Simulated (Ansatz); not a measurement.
Geometry optimisation, DFT PBEsol, scalar-relativistic, plane waves, PAW (Ansatz).

input.yaml

```yaml
crystal:
  lattice:
    - [7.67918, 0.0, 0.0]
    - [3.83959, 6.650365, 0.0]
    - [0.0, 0.0, 18.418765]
  atoms:
    - { symbol: H, position: [0.1666667, 0.1666667, 0.0542925] }
    - { symbol: H, position: [0.6666667, 0.1666667, 0.0542925] }
    - { symbol: H, position: [0.1666667, 0.6666667, 0.0542925] }
    - { symbol: H, position: [0.6666667, 0.6666667, 0.0542925] }
    - { symbol: Si, position: [0.1666667, 0.1666667, 0.1357311] }
    - { symbol: Si, position: [0.6666667, 0.1666667, 0.1357311] }
    - { symbol: Si, position: [0.1666667, 0.6666667, 0.1357311] }
    - { symbol: Si, position: [0.6666667, 0.6666667, 0.1357311] }
    - { symbol: Si, position: [-0.1666667, 0.3333333, 0.178283] }
    - { symbol: Si, position: [0.3333333, 0.3333333, 0.178283] }
    - { symbol: Si, position: [-0.1666667, 0.8333333, 0.178283] }
    - { symbol: Si, position: [0.3333333, 0.8333333, 0.178283] }
    - { symbol: Si, position: [-0.1666667, 0.3333333, 0.3059386] }
    - { symbol: Si, position: [0.3333333, 0.3333333, 0.3059386] }
    - { symbol: Si, position: [-0.1666667, 0.8333333, 0.3059386] }
    - { symbol: Si, position: [0.3333333, 0.8333333, 0.3059386] }
    - { symbol: Si, position: [0.0, 0.0, 0.3484905] }
    - { symbol: Si, position: [0.5, 0.0, 0.3484905] }
    - { symbol: Si, position: [0.0, 0.5, 0.3484905] }
    - { symbol: Si, position: [0.5, 0.5, 0.3484905] }
    - { symbol: Cl, position: [0.5078491, -0.0164996, 0.5157113] }
    - { symbol: H, position: [0.3411803, 0.0069566, 0.5401429] }
basis:
  ecutwfc: 420.0
kpoints:
  mp_grid: { grid: [2, 2, 1] }
hamiltonian:
  xc: pbesol
  pseudopotentials: { kind: paw, azcp: { folder: soft_1 } }
scf:
  occupations: { method: gaussian, width: 0.02 }
  lower_state_search: "off"
relax:
  f_tol: 0.03
  max_steps: 60
  adjacent_minimum: "off"
  constraints: [{ sites: [0, 1, 2, 3, 4, 5, 6, 7] }]
```

Command:

```bash
$ ansatz run input.yaml --threads 1 --pin off --max-ram 3072MiB --backend cpu --events-out ev --progress --plain --runs-dir out
```

Where does it end, and by what steps?

The forces met the threshold. The force dipped under the threshold on the way, but the program's further checks kept it going. Limits of this set-up: coarse k mesh, thin slab, slab without dipole correction, no dispersion correction for a molecule that may bind weakly, PAW files made for another functional. After 26 steps the energy has fallen by 3.854 eV; H22 moved furthest, 3.17 Å. Parted: Cl21–H22 (1.28 → 3.65 Å). Joined: Si17–H22 (4.41 → 1.50 Å), Si18–Cl21 (3.08 → 2.09 Å).

```tsv
step	energy less start (eV)	largest force component (eV/Å)	accepted
0	0.0000	1.241	yes
1	-0.2993	0.666	yes
2	-0.4228	0.417	yes
3	-0.5375	0.523	yes
4	-0.7221	0.562	yes
5	-0.8489	0.517	yes
6	-0.9641	0.325	yes
7	-1.0439	0.237	yes
8	-1.0905	0.209	yes
9	-1.1436	0.183	yes
10	-1.2052	0.179	yes
11	-1.2946	0.229	yes
12	-1.4334	0.500	yes
13	-1.5967	0.826	yes
14	-1.8154	1.090	yes
15	-2.1128	1.438	yes
16	-2.5469	1.730	yes
17	-2.9685	1.091	yes
18	-3.3132	0.988	yes
19	-3.5331	0.709	yes
20	-3.6810	0.533	yes
21	-3.7678	0.285	yes
22	-3.8279	0.127	yes
23	-3.8451	0.133	yes
24	-3.8520	0.092	yes
25	-3.8539	0.029	yes
26	-3.8539	0.029	yes
```

```xyz
22
Lattice="7.6792 0.0000 0.0000 3.8396 6.6504 0.0000 0.0000 0.0000 18.4188" Properties=species:S:1:pos:R:3
H 1.920 1.108 1.000
H 5.759 1.108 1.000
H 3.840 4.434 1.000
H 7.679 4.434 1.000
Si 1.920 1.108 2.500
Si 5.759 1.108 2.500
Si 3.840 4.434 2.500
Si 7.679 4.434 2.500
Si -0.059 2.254 3.385
Si 3.839 2.205 3.232
Si 1.932 5.535 3.282
Si 5.769 5.549 3.207
Si 0.573 2.045 5.814
Si 4.042 2.105 5.543
Si 2.160 5.330 5.616
Si 6.039 5.380 5.503
Si 0.269 -0.235 6.362
Si 4.099 -0.131 6.281
Si 2.335 3.254 6.767
Si 6.199 3.037 5.607
Cl 3.899 -0.060 8.357
H 0.284 -0.277 7.866
```

The run took 5.4 min on 1 thread of Arm Neoverse V1, with other jobs on the host, peak memory 0.91 GiB.
